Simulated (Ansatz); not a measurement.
# C2H8OSeSn: up Jacob's ladder to CCSD(T)

An exercise on one series of results from a longer session: the logs are not shown, and one member is left open.

Program: Ansatz 0.2.0, Gaussian basis. Level of theory: functionals in def2-TZVPP, the program's frozen cores in correlated methods. These are calculated values, not measurements.

The runs, in order: PBE-D4, r2SCAN-D4, PBE0-D4, B3LYP-D4, ωB97X-V, ωB97M-V, B2PLYP; CCSD(T)/def2-TZVPP; MP2/def2-QZVPP; extrapolation to the limit.

## The geometry

All runs share one geometry, relaxed beforehand with PBE0-D4 in a triple-zeta def2 set. Sn takes the def2 core potential; no spin-orbit term is included.

SMILES `C[O][SnH2][Se]C`, 13 atoms, charge 0, spin multiplicity 1.

Atoms are counted from 1 here; the program's logs count them from 0.

Bond lengths: C1–O2 1.403 Å, C1–H6 1.094 Å, C1–H7 1.099 Å, C1–H8 1.100 Å, O2–Sn3 1.968 Å, Sn3–Se4 2.515 Å, Sn3–H9 1.712 Å, Sn3–H10 1.697 Å, Se4–C5 1.961 Å, C5–H11 1.088 Å, C5–H12 1.089 Å, C5–H13 1.088 Å. Angles: O2–C1–H6 108.3°, O2–C1–H7 112.3°, O2–C1–H8 112.5°, H6–C1–H7 107.7°, H6–C1–H8 107.6°, H7–C1–H8 108.1°, C1–O2–Sn3 119.2°, O2–Sn3–Se4 109.7°, O2–Sn3–H9 107.0°, O2–Sn3–H10 103.7°, Se4–Sn3–H9 107.6°, Se4–Sn3–H10 112.2°, H9–Sn3–H10 116.4°, Sn3–Se4–C5 97.0°, Se4–C5–H11 110.6°, Se4–C5–H12 106.1°, Se4–C5–H13 110.6°, H11–C5–H12 109.6° and more.

As a file:

```mol
C2H8OSeSn
  3D, bonds by distance, orders not assigned

 13 12  0  0  0  0  0  0  0  0999 V2000
   -1.8280   -0.9463   -0.1848 C   0  0
   -1.8244    0.2373   -0.9380 O   0  0
   -0.2788    1.4488   -0.8169 Sn  0  0
    1.8495    0.1331   -1.0704 Se  0  0
    2.0612   -0.3474    0.8194 C   0  0
   -2.7472   -1.4950   -0.4100 H   0  0
   -0.9792   -1.5998   -0.4306 H   0  0
   -1.8107   -0.7561    0.8989 H   0  0
   -0.2902    2.1178    0.7594 H   0  0
   -0.5181    2.5335   -2.1001 H   0  0
    1.3157   -1.0828    1.1133 H   0  0
    3.0560   -0.7806    0.9107 H   0  0
    1.9943    0.5374    1.4491 H   0  0
  1  2  8  0
  2  3  8  0
  3  4  8  0
  4  5  8  0
  1  6  8  0
  1  7  8  0
  1  8  8  0
  3  9  8  0
  3 10  8  0
  5 11  8  0
  5 12  8  0
  5 13  8  0
M  END
```

The first run:

Input file in.yaml:

```yaml
crystal:
  periodic: [false, false, false]
  atoms:
    - {symbol: C, position_ang: [-1.827975, -0.946272, -0.184792]}
    - {symbol: O, position_ang: [-1.824385, 0.237296, -0.938042]}
    - {symbol: Sn, position_ang: [-0.278785, 1.448806, -0.816909]}
    - {symbol: Se, position_ang: [1.849514, 0.133078, -1.070370]}
    - {symbol: C, position_ang: [2.061214, -0.347435, 0.819445]}
    - {symbol: H, position_ang: [-2.747239, -1.494975, -0.410001]}
    - {symbol: H, position_ang: [-0.979229, -1.599796, -0.430591]}
    - {symbol: H, position_ang: [-1.810709, -0.756083, 0.898905]}
    - {symbol: H, position_ang: [-0.290216, 2.117819, 0.759361]}
    - {symbol: H, position_ang: [-0.518107, 2.533540, -2.100117]}
    - {symbol: H, position_ang: [1.315661, -1.082844, 1.113279]}
    - {symbol: H, position_ang: [3.055979, -0.780569, 0.910696]}
    - {symbol: H, position_ang: [1.994278, 0.537425, 1.449125]}
basis:
  gaussian: {orbitals: def2-TZVPP}
hamiltonian: {xc: pbe, dispersion: d4}
output: {forces: true, orbitals: {seedname: orbitals}}
```

Command:

```bash
> ansatz run in.yaml --threads 2 --pin off --events-out ev --progress --plain --max-ram 22528MiB --backend cuda --devices 0, --max-vram 18GiB
```

Steps of the session up to this table: PBE-D4 (GGA); r2SCAN-D4 (meta-GGA); PBE0-D4 (hybrid); B3LYP-D4 (hybrid); ωB97X-V (range-separated); ωB97M-V (range-separated); B2PLYP (double hybrid); CCSD(T) in def2-TZVPP; MP2 in def2-QZVPP.

One of the session's tables, all rows but one given; the rest of the session is left out.

| method | atomisation energy (kJ/mol) |
| --- | --- |
| PBE-D4 | 4355.2 |
| r2SCAN-D4 | 4300.3 |
| PBE0-D4 | 4281.9 |
| B3LYP-D4 | 4285.5 |
| ωB97X-V | 4313.7 |
| ωB97M-V | 4288.6 |
| B2PLYP | 4232.4 |
| HF/def2-TZVPP | 3052.8 |
| MP2/def2-TZVPP | ? |
| CCSD/def2-TZVPP | 4134.7 |
| CCSD(T)/def2-TZVPP | 4201.8 |
| MP2/CBS | 4347.6 |
| CCSD(T)/CBS | 4325.9 |

**Question.** Estimate the row for MP2/def2-TZVPP.

The run gave: atomisation energy (kJ/mol): 4223.6. In the column «atomisation energy (kJ/mol)» it lies between CCSD(T)/def2-TZVPP (4201.8) and B2PLYP (4232.4).

Limits of these values: Free atoms (2 C, 1 O, 1 Sn, 1 Se, 8 H) were run apart at each level; the atomisation energy is their sum less the molecule, without zero-point or spin-orbit terms.
